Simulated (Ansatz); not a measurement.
# C2H5BrSn: the cost of one run

All numbers are computed with Ansatz 0.2.0 through its Python package. Level of theory: CAM-B3LYP/def2-SVP.

## (1) Starting point

Bond lengths: C1–C2 1.457 Å, C2–Sn3 2.144 Å, Sn3–Br4 2.434 Å, C1–H5 1.155 Å, C1–H6 1.150 Å, C1–H7 1.130 Å, C2–H8 1.143 Å, C2–H9 1.114 Å. Angles: C1–C2–Sn3 109.3°, C1–C2–H8 108.7°, C1–C2–H9 110.7°, Sn3–C2–H8 108.7°, Sn3–C2–H9 110.9°, H8–C2–H9 108.6°, C2–C1–H5 111.9°, C2–C1–H6 112.7°, C2–C1–H7 113.5°, H5–C1–H6 105.1°, H5–C1–H7 107.2°, H6–C1–H7 105.8°, C2–Sn3–Br4 111.6°.

The script holds or builds the structure itself.

## (2) The code

c2h5brsn_tae.py

```python
from collections import Counter

import ansatz as az


def single_point(molecule, charge=0, unpaired=0):
    calc = (
        molecule.calculation()
        .basis(gaussian="def2-SVP")
        .functional("cam_b3lyp")
    )
    if charge:
        calc = calc.charge(charge)
    if unpaired:
        calc = calc.spin("collinear", total=unpaired)
    return calc.run(threads=1).report["free_energy_ev"]

GEOMETRY = """
C    -0.30060    0.88440    0.19990
C     0.36490   -0.32700    0.66120
Sn    1.21250   -1.35310   -1.02020
Br   -0.49170   -1.97050   -2.64450
H    -1.15610    0.65130   -0.54020
H    -0.79580    1.47160    1.05640
H     0.39540    1.61290   -0.31160
H     1.20860   -0.03200    1.37300
H    -0.34870   -0.98390    1.20870
"""

c2h5brsn = az.Crystal.molecule()
for line in GEOMETRY.strip().splitlines():
    symbol, *xyz = line.split()
    c2h5brsn = c2h5brsn.atom(symbol, [float(v) for v in xyz])

unpaired = {"C": 2, "Sn": 2, "Br": 1, "H": 1}
counts = Counter(site.symbol for site in c2h5brsn.cartesian_sites)
atom_energy = {s: single_point(az.Crystal.molecule().atom(s, (0, 0, 0)), 0, unpaired[s]) for s in counts}
whole = single_point(c2h5brsn, 0, 0)
for s, e in atom_energy.items():
    print(f"{s:2s} x{counts[s]}  {e:14.5f} eV")
print(f"C2H5BrSn: {whole:.5f} eV")
split = sum(counts[s] * e for s, e in atom_energy.items()) - whole
print(f"atomisation energy (no zero-point term): {96.485332 * split:.1f} kJ/mol, {split / sum(counts.values()):.3f} eV an atom")
```

## (3) The calls as engine input

The package turns the script's settings into the engine's input (first run):

```yaml
crystal:
  periodic: [false, false, false]
  atoms:
    - { symbol: C, position_ang: [0.0, 0.0, 0.0] }
basis:
  gaussian:
    orbitals: def2-SVP
hamiltonian:
  xc: cam_b3lyp
magnetization:
  spin_polarized: true
  initial_magnetization: 2.0
```

## (4) Running it

The run is started by

```bash
$ python c2h5brsn_tae.py
```

Q: Estimate wall time and peak memory on 1 thread of Arm Neoverse V1, shared host.

About 7.7 s, with a peak of 0.37 GiB.
